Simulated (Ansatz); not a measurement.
# TiAl: the cost of one run

Computed with Ansatz 0.2.0 (DFT PBEsol, scalar-relativistic, plane waves, PAW, unless a step's input says otherwise).

The COD cell was measured well above room temperature, so it is larger than a cold one.

2 further runs of the same task are left out: 2 set aside as unsound or not needed.

## (1) Starting point

Symmetry: Pm-3m, No. 221, cubic system. The conventional cell has a = 3.156 Å, b = 3.156 Å, c = 3.156 Å, α = 90.00°, β = 90.00°, γ = 90.00°. Ti (site symmetry m-3m) is surrounded by 8 Al at 2.73 Å. Al (site symmetry m-3m) has 8 Ti at 2.73 Å in its first shell of neighbours.

Structure file:

```
CELL_PARAMETERS angstrom
3.15630 0.00000 0.00000
0.00000 3.15630 0.00000
0.00000 0.00000 3.15630
ATOMIC_POSITIONS crystal
Ti 0.50000 0.50000 0.50000
Al 0.00000 0.00000 0.00000
```

This cell was relaxed beforehand with the same method: volume 15.72 Å³/atom, gap on the mesh none (metal).

## (2) Building the [001] wire, 16 host atoms a period

The wire is cut from the relaxed crystal, periodic along c with vacuum across. Atoms and period relax; energies count from the bulk, -1499.4929 eV an atom.

The cell holds 8 Ti, 8 Al: a = 16.900 Å, b = 17.200 Å, c = 3.156 Å, α = 90.00°, β = 90.00°, γ = 90.00°.

## (3) The relaxation run

Pressure and volume refer to the whole cell with its vacuum; only the period along c may change.

Contents of input.yaml:

```yaml
crystal:
  lattice:
    - [16.9, 0.0, 0.0]
    - [0.0, 17.2, 0.0]
    - [0.0, 0.0, 3.156295428]
  atoms:
    - { symbol: Ti, position: [0.3599277177, 0.3623708389, 0.5] }
    - { symbol: Ti, position: [0.3599277177, 0.545876387, 0.5] }
    - { symbol: Ti, position: [0.3599277177, 0.7293819352, 0.5] }
    - { symbol: Ti, position: [0.5466907608, 0.3623708389, 0.5] }
    - { symbol: Ti, position: [0.5466907608, 0.545876387, 0.5] }
    - { symbol: Ti, position: [0.5466907608, 0.7293819352, 0.5] }
    - { symbol: Ti, position: [0.7334538038, 0.3623708389, 0.5] }
    - { symbol: Ti, position: [0.7334538038, 0.545876387, 0.5] }
    - { symbol: Al, position: [0.2665461962, 0.454123613, 0.0] }
    - { symbol: Al, position: [0.2665461962, 0.6376291611, 0.0] }
    - { symbol: Al, position: [0.4533092392, 0.2706180648, 0.0] }
    - { symbol: Al, position: [0.4533092392, 0.454123613, 0.0] }
    - { symbol: Al, position: [0.4533092392, 0.6376291611, 0.0] }
    - { symbol: Al, position: [0.6400722823, 0.2706180648, 0.0] }
    - { symbol: Al, position: [0.6400722823, 0.454123613, 0.0] }
    - { symbol: Al, position: [0.6400722823, 0.6376291611, 0.0] }
basis:
  ecutwfc: 420
kpoints:
  mp_grid: { grid: [1, 1, 17] }
hamiltonian:
  xc: pbesol
scf:
  occupations: { method: gaussian, width: 0.05 }
output:
  forces: true
  stress: true
  eigenvalues: true
  populations: true
  write_density: true
  write_potential: true
  elf: true
  volumetric_format: npy
relax:
  adjacent_minimum: "off"
  f_tol: 0.02
  max_steps: 45
  cell: { fix: [a, b, alpha, beta, gamma], stress_tol: 0.03 }
```

Run with:

```
$ ansatz run input.yaml --threads 4 --pin off --max-ram 11264MiB --backend cpu --events-out ev --progress --plain --runs-dir out
```

**Question.** How long does this run take on 4 threads of Arm Neoverse N1, shared host, and how much memory does it need?

About 8.3 min, with a peak of 1.9 GiB.
